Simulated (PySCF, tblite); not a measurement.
# C5H16BNSi2: geometry, infrared bands and NMR shifts

Wanted: the infrared bands and NMR shifts of C5H16BNSi2 (`C=CC[Si@H](N[SiH3])B(C)C`), by calculation.

The runs use tblite 0.8.0 and PySCF 2.14.0, with density-fitted response routines of our own; the level of theory stands in each step. All values are computed, except where a source is named. Atoms are numbered from 0 throughout.

**1. The starting structure**

25 atoms, charge 0, multiplicity 1; geometry from: force field or distance geometry start.

Bonds of the start (Å): C0–C1 1.35, C1–C2 1.51, C2–Si3 1.88, Si3–N4 1.78, N4–Si5 1.79, Si3–B6 1.95, B6–C7 1.60, B6–C8 1.59, C0–H9 1.08, C0–H10 1.08, C1–H11 1.08, C2–H12 1.11, C2–H13 1.11, Si3–H14 1.48, N4–H15 1.04, Si5–H16 1.48, Si5–H17 1.46, Si5–H18 1.47, C7–H19 1.11, C7–H20 1.11, C7–H21 1.11, C8–H22 1.10, C8–H23 1.12, C8–H24 1.11.

**2. Geometry optimisation with GFN2-xTB**

Job settings and geometry (Å):

```
{"job": {"kind": "relax", "xc": "GFN2-xTB", "basis": "xTB"}, "charge": 0, "multiplicity": 1}
C     -1.324400    -2.106800    -0.776700
C     -1.945200    -1.003100    -0.322000
C     -1.458600    -0.304600     0.928800
Si     0.062100     0.743500     0.574400
N     -0.158600     1.752600    -0.871000
Si    -1.416300     2.983600    -0.528700
B      1.605300    -0.419600     0.326500
C      2.064600    -1.406500     1.494200
C      2.384300    -0.409600    -1.055800
H     -1.712900    -2.597800    -1.662100
H     -0.469700    -2.521800    -0.273100
H     -2.824300    -0.636600    -0.825000
H     -1.259300    -1.031600     1.743100
H     -2.265400     0.377400     1.279200
H      0.330400     1.601200     1.749500
H     -0.533100     1.141900    -1.624400
H     -1.029100     3.765900     0.665800
H     -1.534400     3.887100    -1.675600
H     -2.709300     2.332500    -0.296000
H      3.109800    -1.182100     1.786500
H      1.992900    -2.451400     1.131500
H      1.400500    -1.291900     2.377900
H      3.225300    -1.123600    -1.023300
H      1.673200    -0.689900    -1.873400
H      2.781400     0.615500    -1.241300
```

Command:

```console
$ OMP_NUM_THREADS=1 python probes_run.py task.json out
```

This one command runs all jobs of the session in turn.

Standard output:

```text
step      E/eV     max force
  0    -719.38056    1.863
  1    -719.57020    1.338
  2    -719.67984    0.781
  3    -719.72582    0.655
  4    -719.76444    0.384
  5    -719.78719    0.391
  6    -719.81816    0.570
  7    -719.84342    0.525
  8    -719.86548    0.327
  9    -719.88059    0.293
 10    -719.89500    0.300
 11    -719.90895    0.343
 12    -719.92193    0.266
 13    -719.93226    0.222
 14    -719.93948    0.198
 15    -719.94515    0.197
 16    -719.95054    0.187
 17    -719.95543    0.150
 18    -719.95938    0.170
 19    -719.96262    0.109
 20    -719.96549    0.123
 21    -719.96836    0.155
 22    -719.97185    0.148
 23    -719.97525    0.125
 24    -719.97820    0.131
 25    -719.98063    0.108
 26    -719.98290    0.099
 27    -719.98520    0.087
 28    -719.98750    0.098
 29    -719.98951    0.106
 30    -719.99121    0.102
 31    -719.99289    0.090
 32    -719.99451    0.096
 33    -719.99585    0.079
 34    -719.99690    0.111
 35    -719.99773    0.064
 36    -719.99857    0.075
 37    -719.99972    0.081
 38    -720.00095    0.095
 39    -720.00207    0.071
 40    -720.00294    0.056
 41    -720.00379    0.071
 42    -720.00488    0.092
 43    -720.00624    0.105
 44    -720.00746    0.071
 45    -720.00832    0.058
 46    -720.00914    0.065
 47    -720.01031    0.116
 48    -720.01191    0.134
 49    -720.01356    0.103
 50    -720.01479    0.065
 51    -720.01563    0.060
 52    -720.01640    0.093
 53    -720.01721    0.086
 54    -720.01788    0.059
 55    -720.01838    0.057
 56    -720.01884    0.055
 57    -720.01939    0.087
 58    -720.02000    0.062
 59    -720.02059    0.043
 60    -720.02092    0.047
 61    -720.02125    0.049
 62    -720.02161    0.044
 63    -720.02196    0.045
 64    -720.02230    0.044
 65    -720.02266    0.053
 66    -720.02301    0.045
 67    -720.02330    0.030
 68    -720.02353    0.028
 69    -720.02377    0.052
 70    -720.02410    0.065
 71    -720.02451    0.053
 72    -720.02498    0.051
 73    -720.02550    0.059
 74    -720.02608    0.065
 75    -720.02676    0.077
 76    -720.02737    0.050
 77    -720.02776    0.040
 78    -720.02804    0.040
 79    -720.02838    0.036
 80    -720.02875    0.041
 81    -720.02912    0.046
 82    -720.02939    0.034
 83    -720.02961    0.033
 84    -720.02984    0.031
 85    -720.03010    0.042
 86    -720.03038    0.042
 87    -720.03062    0.033
 88    -720.03087    0.036
 89    -720.03117    0.038
 90    -720.03150    0.043
 91    -720.03178    0.034
 92    -720.03194    0.021
 93    -720.03205    0.020
 94    -720.03215    0.023
 95    -720.03226    0.022
 96    -720.03237    0.021
 97    -720.03246    0.022
 98    -720.03258    0.029
 99    -720.03274    0.038
100    -720.03291    0.030
101    -720.03305    0.025
102    -720.03315    0.025
103    -720.03325    0.032
104    -720.03340    0.045
105    -720.03360    0.047
106    -720.03382    0.050
107    -720.03404    0.038
108    -720.03425    0.028
109    -720.03448    0.030
110    -720.03474    0.039
111    -720.03499    0.042
112    -720.03529    0.045
113    -720.03564    0.040
114    -720.03600    0.034
115    -720.03634    0.035
116    -720.03663    0.043
117    -720.03686    0.047
118    -720.03706    0.040
119    -720.03725    0.037
120    -720.03736    0.032
121    -720.03752    0.033
122    -720.03772    0.043
123    -720.03801    0.038
124    -720.03822    0.026
125    -720.03837    0.028
126    -720.03851    0.032
127    -720.03866    0.029
128    -720.03882    0.025
129    -720.03898    0.021
130    -720.03911    0.034
131    -720.03920    0.016
132    -720.03925    0.013
133    -720.03932    0.016
134    -720.03939    0.018
135    -720.03946    0.019
136    -720.03952    0.018
137    -720.03958    0.016
138    -720.03964    0.020
139    -720.03971    0.018
140    -720.03978    0.016
141    -720.03983    0.019
142    -720.03988    0.020
143    -720.03994    0.020
144    -720.04001    0.017
145    -720.04007    0.021
146    -720.04013    0.019
147    -720.04018    0.015
148    -720.04022    0.014
149    -720.04026    0.014
150    -720.04032    0.015
151    -720.04040    0.024
152    -720.04051    0.027
153    -720.04065    0.027
154    -720.04083    0.026
155    -720.04102    0.044
156    -720.04124    0.035
157    -720.04140    0.028
158    -720.04154    0.023
159    -720.04163    0.048
160    -720.04177    0.035
161    -720.04198    0.040
162    -720.04216    0.033
163    -720.04236    0.028
164    -720.04260    0.035
165    -720.04293    0.042
166    -720.04322    0.055
167    -720.04366    0.039
168    -720.04409    0.042
169    -720.04452    0.060
170    -720.04490    0.067
171    -720.04528    0.046
172    -720.04558    0.042
173    -720.04571    0.047
174    -720.04578    0.045
175    -720.04596    0.031
176    -720.04605    0.027
177    -720.04615    0.025
178    -720.04624    0.025
179    -720.04635    0.019
180    -720.04645    0.026
181    -720.04655    0.024
182    -720.04664    0.016
183    -720.04672    0.015
184    -720.04679    0.016
185    -720.04686    0.021
186    -720.04693    0.018
187    -720.04700    0.020
188    -720.04707    0.018
189    -720.04713    0.017
190    -720.04719    0.019
191    -720.04725    0.014
192    -720.04731    0.015
193    -720.04736    0.014
194    -720.04743    0.021
195    -720.04751    0.022
196    -720.04759    0.018
197    -720.04767    0.018
198    -720.04775    0.021
199    -720.04784    0.023
200    -720.04796    0.024
201    -720.04807    0.028
202    -720.04816    0.036
203    -720.04824    0.037
204    -720.04835    0.028
205    -720.04847    0.026
206    -720.04858    0.020
207    -720.04868    0.018
208    -720.04874    0.019
209    -720.04881    0.021
210    -720.04887    0.022
211    -720.04894    0.028
212    -720.04902    0.026
213    -720.04909    0.021
214    -720.04915    0.017
215    -720.04921    0.016
216    -720.04928    0.016
217    -720.04935    0.016
218    -720.04944    0.021
219    -720.04953    0.024
220    -720.04963    0.022
221    -720.04972    0.033
222    -720.04983    0.025
223    -720.04993    0.035
224    -720.05004    0.033
225    -720.05014    0.025
226    -720.05027    0.025
227    -720.05041    0.026
228    -720.05057    0.037
229    -720.05059    0.083
230    -720.05076    0.044
231    -720.05087    0.072
232    -720.05111    0.023
233    -720.05149    0.039
234    -720.05193    0.104
235    -720.05225    0.038
236    -720.05247    0.031
237    -720.05269    0.029
238    -720.05298    0.023
239    -720.05290    0.056
240    -720.05329    0.029
241    -720.05338    0.019
242    -720.05348    0.017
243    -720.05354    0.022
244    -720.05359    0.013
245    -720.05365    0.011
246    -720.05369    0.009
```

Run time: 2.9 s. Hardware: 1 thread of Arm Neoverse V1, shared host.

Along the way: (not every step is listed)

```tsv
step	energy from step 0 (eV)	largest force (eV/Å)
0	0.0000	1.8628
1	-0.1896	1.3383
2	-0.2993	0.7806
3	-0.3453	0.6546
4	-0.3839	0.3835
5	-0.4066	0.3912
6	-0.4376	0.5704
7	-0.4629	0.5249
8	-0.4849	0.3272
31	-0.6123	0.0898
54	-0.6373	0.0586
77	-0.6472	0.0402
100	-0.6524	0.0298
123	-0.6575	0.0377
146	-0.6596	0.0193
169	-0.6640	0.0597
192	-0.6668	0.0146
215	-0.6687	0.0158
238	-0.6724	0.0228
241	-0.6728	0.0187
242	-0.6729	0.0172
243	-0.6730	0.0224
244	-0.6730	0.0135
245	-0.6731	0.0112
246	-0.6731	0.0094
```

Distances of close pairs at the start and the end, largest changes first:

```tsv
bond	before (Å)	after (Å)	change (Å)
N4–Si5	1.793	1.729	-0.063
C2–Si3	1.881	1.931	+0.050
N4–H15	1.040	1.006	-0.033
C1–C2	1.513	1.480	-0.033
Si3–N4	1.777	1.748	-0.028
C8–H24	1.115	1.089	-0.026
C8–H23	1.119	1.093	-0.026
C2–H13	1.113	1.089	-0.024
```

The next job starts from the end point, and lists it.

**3. Infrared spectrum with GFN2-xTB**

Job settings and geometry (Å):

```
{"job": {"kind": "ir", "xc": "GFN2-xTB", "basis": "xTB"}, "charge": 0, "multiplicity": 1}
C     -1.559134    -2.255455    -0.585043
C     -1.767906    -0.964269    -0.385592
C     -1.532442    -0.254558     0.892015
Si     0.138348     0.712790     0.851410
N     -0.084898     2.029319    -0.277085
Si    -1.475797     2.993171    -0.633996
B      1.603190    -0.474601     0.306768
C      2.412870    -1.283260     1.388143
C      1.926885    -0.697991    -1.215305
H     -1.722018    -2.724265    -1.541124
H     -1.228801    -2.903045     0.211967
H     -2.093948    -0.339250    -1.206580
H     -1.509556    -0.963891     1.718856
H     -2.334399     0.458602     1.075355
H      0.204548     1.333762     2.201606
H      0.745373     2.291222    -0.781489
H     -2.167431     3.321780     0.612108
H     -0.976335     4.195663    -1.304659
H     -2.392867     2.275525    -1.530125
H      3.146258    -0.613022     1.840756
H      2.965946    -2.135300     0.996864
H      1.790767    -1.630539     2.211254
H      2.905532    -1.129133    -1.419787
H      1.186019    -1.411404    -1.586322
H      1.808862     0.192293    -1.830859
```

Standard output:

```text
mode    cm-1     km/mol
  1      15.0      0.03
  2      36.0      0.05
  3      41.9      0.82
  4      53.8      0.66
  5      54.8      1.87
  6      67.3      2.75
  7      81.3      0.22
  8     109.4      2.04
  9     117.8      0.91
 10     138.1      0.71
 11     196.0      2.07
 12     211.0      9.44
 13     227.1     47.05
 14     295.6      3.04
 15     304.8     12.97
 16     342.6     10.03
 17     410.0      2.12
 18     514.9     12.22
 19     566.0     34.30
 20     581.2     43.56
 21     592.5     16.75
 22     636.6     89.56
 23     671.3     30.46
 24     675.1    143.93
 25     697.6     51.35
 26     751.9    164.22
 27     768.9    195.18
 28     786.1    140.19
 29     807.2    188.59
 30     822.1    436.71
 31     824.4     72.54
 32     846.0      4.34
 33     871.2      8.47
 34     879.7      3.00
 35     958.4      5.88
 36     974.6    308.57
 37    1020.1      7.34
 38    1055.2     24.00
 39    1119.7     63.92
 40    1126.3    105.56
 41    1177.0     53.08
 42    1201.5    228.56
 43    1204.9      4.41
 44    1295.2      2.93
 45    1378.0     45.37
 46    1385.8     14.01
 47    1416.7     12.20
 48    1466.8      1.76
 49    1471.9      3.75
 50    1480.2      4.20
 51    1492.6      2.66
 52    1497.2      0.42
 53    1702.4     41.51
 54    2055.0    421.02
 55    2189.1    370.86
 56    2235.8    353.30
 57    2253.4    256.70
 58    2968.1      6.68
 59    2983.8     17.97
 60    2989.6     43.60
 61    2994.6     38.38
 62    3013.2     18.91
 63    3018.2     39.30
 64    3020.4     55.81
 65    3023.9     23.97
 66    3056.1     43.07
 67    3087.6     35.40
 68    3113.1     66.22
 69    3484.0      0.60
```

It took 1.6 s on 1 thread of Arm Neoverse V1, shared host.

Which atoms move in the most intense modes:

```tsv
cm⁻¹	km/mol	atoms
769	195.2	H17 51 %, H16 36 %
822	436.7	H18 24 %, H17 21 %, H16 20 %, Si5 14 %
975	308.6	N4 55 %, H15 18 %, Si5 10 %
1202	228.6	H15 76 %, N4 21 %
2055	421.0	H14 97 %
2189	370.9	H18 92 %
2236	353.3	H17 94 %
2253	256.7	H16 94 %
```

**4. Nuclear shieldings: PBE0/pcSseg-1**

Settings changed since step 3:

```diff
@@ -1,2 +1,2 @@
-{"job": {"kind": "ir", "xc": "GFN2-xTB", "basis": "xTB"}, "charge": 0, "multiplicity": 1}
+{"job": {"kind": "nmr", "xc": "PBE0", "basis": "pcSseg-1"}, "charge": 0, "multiplicity": 1}
 C     -1.559134    -2.255455    -0.585043
```

Level: GIAO PBE0/pcSseg-1 NMR shielding, non-relativistic, gas phase.

Standard output:

```text
coarse grid: 20752 points
cycle   1  E = -857.9579431231  dE =  6.215e-01  |g| = 6.732e-01  |ddm| = 4.394e+00
cycle   2  E = -857.9030078813  dE =  5.494e-02  |g| = 8.326e-01  |ddm| = 1.412e+00
cycle   3  E = -858.0667004244  dE = -1.637e-01  |g| = 1.047e-01  |ddm| = 9.039e-01
cycle   4  E = -858.0689265955  dE = -2.226e-03  |g| = 3.388e-02  |ddm| = 1.375e-01
cycle   5  E = -858.0691972720  dE = -2.707e-04  |g| = 6.061e-03  |ddm| = 3.900e-02
cycle   6  E = -858.0692055493  dE = -8.277e-06  |g| = 2.724e-03  |ddm| = 9.657e-03
final grid: 188048 points
cycle   7  E = -858.1157422061  dE = -4.272e-05  |g| = 1.055e-02  |ddm| = 3.639e-02
cycle   8  E = -858.1157249006  dE =  1.731e-05  |g| = 1.357e-02  |ddm| = 2.056e-02
cycle   9  E = -858.1157693240  dE = -4.442e-05  |g| = 1.692e-03  |ddm| = 1.181e-02
cycle  10  E = -858.1157700382  dE = -7.142e-07  |g| = 2.354e-04  |ddm| = 1.666e-03
cycle  11  E = -858.1157700506  dE = -1.237e-08  |g| = 1.028e-04  |ddm| = 3.195e-04
cycle  12  E = -858.1157700528  dE = -2.174e-09  |g| = 3.433e-05  |ddm| = 1.190e-04
cycle  13  E = -858.1157700531  dE = -2.710e-10  |g| = 6.110e-06  |ddm| = 4.831e-05
converged SCF energy = -858.1157700531

GIAO shielding tensors (ppm)
atom      isotropic    diamagn.    paramagn.     s11        s22        s33       span
  0 C       71.007     255.949    -184.942    -39.614     94.591    158.044    197.657
  1 C       38.927     260.068    -221.141    -87.713     38.718    165.777    253.489
  2 C      158.866     256.796     -97.930    141.976    154.484    180.138     38.162
  3 Si     377.654     882.841    -505.187    340.272    358.172    434.520     94.248
  4 N      273.608     328.183     -54.575    248.441    271.294    301.088     52.647
  5 Si     407.989     880.183    -472.194    360.977    391.951    471.039    110.062
  6 B       -8.857     198.057    -206.914    -86.061    -71.326    130.814    216.875
  7 C      163.832     253.933     -90.102    133.954    174.581    182.961     49.007
  8 C      160.998     255.612     -94.614    128.712    171.760    182.522     53.811
  9 H       26.644      30.985      -4.341     23.178     26.145     30.609      7.430
 10 H       26.900      33.282      -6.382     23.104     26.673     30.923      7.818
 11 H       25.067      34.692      -9.625     21.937     24.488     28.775      6.838
 12 H       29.990      33.990      -4.000     27.014     28.406     34.549      7.535
 13 H       29.455      33.362      -3.907     26.711     27.830     33.823      7.112
 14 H       26.399      31.322      -4.923     22.374     25.464     31.359      8.985
 15 H       32.325      35.077      -2.752     22.860     29.871     44.245     21.385
 16 H       26.860      29.341      -2.481     23.517     25.100     31.962      8.445
 17 H       26.946      28.398      -1.452     23.450     24.870     32.519      9.069
 18 H       26.751      30.278      -3.527     22.747     25.676     31.830      9.083
 19 H       30.799      29.921       0.879     26.728     29.260     36.410      9.682
 20 H       30.195      31.166      -0.971     27.069     29.217     34.298      7.229
 21 H       30.040      32.495      -2.456     26.526     29.746     33.848      7.322
 22 H       30.112      31.429      -1.317     26.495     28.804     35.036      8.541
 23 H       30.703      34.124      -3.421     26.178     29.990     35.942      9.764
 24 H       29.880      34.467      -4.587     25.203     30.945     33.493      8.290
```

Run time: 72 s. Hardware: 1 thread of Arm Neoverse V1, shared host; peak memory 1.1 GiB.

The references, computed at this level on geometries of the same kind, shield at (ppm): 1H TMS 31.72, 13C TMS 186.9, 29Si TMS 349.2, 15N NH3 267.7, 11B BF3·OEt2 100.1. Their shielding less the atom's gives the shift. The references are single molecules in the gas phase, so shifts against H2O, NH3, PH3, H3PO4 or CFCl3 are not on the usual liquid scales and can be off by tens of ppm. Atoms listed in one row are averaged.

```tsv
atoms	environment	σ (ppm)	δ (ppm)	δ scaled to CDCl3
C1	alkene CH	38.9	148.0	142.5
C0	terminal =CH2 carbon	71.0	115.9	111.2
C2	allylic sp3 CH2 bonded to Si	158.9	28.1	25.5
C7, C8	methyl carbon bonded to B	162.4	24.5	22.0
H11	hydrogen on an alkene CH	25.07	6.65	6.38
H14	hydrogen on a silicon bonded to C, B, N	26.40	5.32	–
H9	hydrogen on a terminal =CH2 carbon	26.64	5.07	4.89
H16, H17, H18	hydrogen on a silicon bonded to N	26.85	4.86	–
H10	hydrogen on a terminal =CH2 carbon	26.90	4.82	4.65
H13	hydrogen on an allylic sp3 CH2 bonded to Si	29.45	2.26	2.24
H12	hydrogen on an allylic sp3 CH2 bonded to Si	29.99	1.73	1.73
H19, H20, H21, H22, H23, H24	hydrogen on a methyl carbon bonded to B	30.29	1.43	1.45
H15	hydrogen on a nitrogen bonded to 2 Si	32.33	-0.61	–
Si3	silicon bonded to C, B, N, H	377.7	-28.5	–
Si5	silicon bonded to N, 3 H	408.0	-58.8	–
N4	nitrogen bonded to 2 Si, H	273.6	-5.9	–
B6	boron bonded to 2 C, Si	-8.9	108.9	–
```

The scaled column applies a straight-line fit of computed shieldings to shifts measured in CDCl3 (root-mean-square error 0.16 ppm for H, 1.9 ppm for C).

The run also stored atomic charges by several schemes (e):

```tsv
atoms	Mulliken	IAO	Hirshfeld	ESP fit
C0	-0.18	-0.35	-0.12	-0.55
C1	-0.24	-0.12	-0.03	-0.07
C2	-0.51	-0.53	-0.16	-0.26
Si3	0.92	0.88	0.32	0.09
N4	-0.86	-0.94	-0.33	-0.62
Si5	0.61	0.75	0.35	0.47
B6	0.04	0.08	0.13	0.74
C7, C8	-0.50	-0.56	-0.19	-0.75
```

Mayer bond orders: C0–C1 1.96, C1–C2 1.04, C2–Si3 0.86, Si3–N4 0.89, N4–Si5 0.98, Si3–B6 0.91, B6–C7 1.05, B6–C8 1.07.

**5. What came out**

```
                                                               quantity                                                      value
                              strongest single infrared mode (GFN2-xTB)                                       822 cm⁻¹, 437 km/mol
                                           zero-point energy (GFN2-xTB)                                             121.4 kcal/mol
13C shifts against TMS (PBE0/pcSseg-1, means over atoms taken as alike)                               148.0, 115.9, 28.1, 24.5 ppm
 1H shifts against TMS (PBE0/pcSseg-1, means over atoms taken as alike)  6.65, 5.32, 5.07, 4.86, 4.82, 2.26, 1.73, 1.43, -0.61 ppm
                                29Si shifts against TMS (PBE0/pcSseg-1)                                           -28.5, -58.8 ppm
                                 15N shifts against NH3 (PBE0/pcSseg-1)                                                   -5.9 ppm
                            11B shifts against BF3·OEt2 (PBE0/pcSseg-1)                                                  108.9 ppm
```

In words: Relaxing lowered the energy by 0.673 eV in 246 steps; the close pair that moved most is N4–Si5, from 1.793 to 1.729 Å. All 69 modes are real, so the xTB geometry is a minimum. GFN2-xTB is a fitted tight-binding method: band positions and strengths are rough. Its intensities can rank the bands wrongly. C1 (alkene CH) lies farthest downfield among carbon, at 148.0 ppm; as expected for a trigonal carbon in a double bond. H11 (hydrogen on an alkene CH) lies farthest downfield among hydrogen, at 6.65 ppm; attached to an sp2 carbon and in the plane of the double bond. At PBE0/pcSseg-1: The largest span, 253 ppm, is at C1, where the paramagnetic term is -221 ppm.
